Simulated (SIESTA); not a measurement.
TiMoS3:

```
Mo Ti S
1.0
     6.15716    0.00000    0.00000
     0.00000    3.27685    0.00000
    -2.29983    0.00000    8.44051
Mo Ti S
2 2 6
Direct
  0.88193 0.25000 0.37498
  0.11807 0.75000 0.62502
  0.73653 0.25000 0.99430
  0.26347 0.75000 0.00570
  0.27538 0.25000 0.48728
  0.72462 0.75000 0.51272
  0.49611 0.25000 0.17753
  0.50389 0.75000 0.82247
  0.02087 0.25000 0.82977
  0.97913 0.75000 0.17023
```

The cell comes from a database or a generator and needn't be the stable form of this composition.

* Program: SIESTA 5.4.2
* Task: single point
* Functional: PBEsol
* Potentials or basis: PseudoDojo 0.4 standard (PBEsol files)
* Basis: DZP (energy shift 0.003 Ry; two zetas on semicore shells)
* Grid cutoff: 800 Ry
* Energy shift: 0.003 Ry
* k mesh: 5 × 8 × 3
* Occupations: fermi-dirac, width 0.05 eV
* Spin: no spin polarisation

On this cell: pressure -3.8 GPa; largest force 0.193 eV/Å; band gap on the k mesh none (metal or under the smearing width).

The same run follows on a disturbed copy (atoms moved at random, drawn with an rms of 0.05 Å):

```
Mo Ti S
1.0
     6.15716    0.00000    0.00000
     0.00000    3.27685    0.00000
    -2.29983    0.00000    8.44051
Mo Ti S
2 2 6
Direct
  0.88046 0.24148 0.36638
  0.12152 0.74444 0.62823
  0.73926 0.23496 0.99510
  0.26276 0.76101 0.00032
  0.27720 0.26458 0.48661
  0.72432 0.76906 0.51183
  0.50422 0.24103 0.17528
  0.50353 0.76911 0.81677
  0.01971 0.25213 0.82868
  0.98338 0.74923 0.16649
```

Question: What does the disturbed cell give?

Answer: The energy (extrapolated to zero smearing) moves by +15.6 meV/atom; pressure -4.6 GPa; largest force 1.175 eV/Å; band gap on the k mesh none (metal or under the smearing width).

Forces on the atoms (eV/Å):
```
Mo   0.107  0.679  0.953
Mo  -0.235  0.629 -0.670
Ti  -0.068  0.471 -0.415
Ti   0.285 -0.264  0.201
S   -0.237 -0.566 -0.014
S    0.444 -0.716 -0.291
S   -0.495  0.223 -0.157
S    0.137 -0.451  0.333
S    0.048  0.099 -0.082
S    0.014 -0.107  0.142
```

Stress tensor (GPa, compression positive):
```
-4.75  0.27 -0.55
 0.27 -4.97  0.23
-0.55  0.23 -3.98
```

Caveats: the basis of atomic orbitals isn't converged, which shifts pressures, moduli and gaps.
